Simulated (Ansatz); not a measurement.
# ScPd: the crystal squeezed far

One table from this session's results is given with a row withheld; the runs are named, their logs left out.

Method: DFT, PBEsol, PAW with Ansatz's default frozen-core files, scalar-relativistic, in Ansatz 0.2.0.

## Starting point

It takes space group Pm-3m (No. 221, cubic). Conventional cell: a = 3.299 Å, b = 3.299 Å, c = 3.299 Å, α = 90.00°, β = 90.00°, γ = 90.00°. Sc (site symmetry m-3m) is surrounded by 8 Pd at 2.86 Å. Pd (site symmetry m-3m) is surrounded by 8 Sc at 2.86 Å.

Coordinates:

```cif
data_structure
_symmetry_space_group_name_H-M 'P 1'
_symmetry_Int_Tables_number 1
_cell_length_a 3.2995
_cell_length_b 3.2995
_cell_length_c 3.2995
_cell_angle_alpha 90.000
_cell_angle_beta 90.000
_cell_angle_gamma 90.000
_cell_volume 35.92
loop_
_atom_site_label
_atom_site_type_symbol
_atom_site_fract_x
_atom_site_fract_y
_atom_site_fract_z
_atom_site_occupancy
Sc1 Sc 0.50000 0.50000 0.50000 1
Pd1 Pd 0.00000 0.00000 0.00000 1
```

Whether this phase is the stable one at these pressures isn't tested.

Atoms are numbered in the order of the input: Sc1, Pd2.

The first run:

Input file input.yaml:

```yaml
crystal:
  lattice:
    - [3.2994663, 0.0, 0.0]
    - [0.0, 3.2994663, 0.0]
    - [0.0, 0.0, 3.2994663]
  atoms:
    - { symbol: Sc, position: [0.5, 0.5, 0.5] }
    - { symbol: Pd, position: [0.0, 0.0, 0.0] }
kpoints:
  mp_grid: { grid: [11, 11, 11] }
scf:
  occupations: { method: fermi_dirac, width: 0.05 }
hamiltonian:
  xc: pbesol
  pseudopotentials: { kind: paw }
output:
  forces: true
  stress: true
relax:
  f_tol: 0.01
  max_steps: 30
```

Started as:

```console
> ansatz run input.yaml --threads 1 --pin off --max-ram 2048MiB --backend cpu --events-out ev --progress --plain --runs-dir out
```

Among the steps run: Atoms relaxed at the given volume, PAW; Volume scaled by 1, PAW; Atoms relaxed at 0.75 of the volume, PAW; Volume scaled by 0.75, PAW; Atoms relaxed at 0.55 of the volume, PAW; Volume scaled by 0.55, PAW; Atoms relaxed at 0.45 of the volume, PAW; Volume scaled by 0.45, PAW.

One of the session's tables, all rows but one given; the rest of the session is left out.

| method | volume over the first | volume (Å³/atom) | pressure (GPa) |
| --- | --- | --- | --- |
| PAW | 1 | 17.960 | -3.65 |
| PAW | 0.75 | ? | ? |
| PAW | 0.55 | 9.878 | 223.44 |
| PAW | 0.45 | 8.082 | 450.00 |

**Question.** Estimate the row for PAW, 0.75.

**Answer.** volume (Å³/atom): 13.470; pressure (GPa): 54.51. In the column «volume (Å³/atom)» it lies between PAW, 0.55 (9.878) and PAW, 1 (17.960).

Limits of these values: Warnings in the runs' records: stress scf threshold loose, gradients without spin orbit.
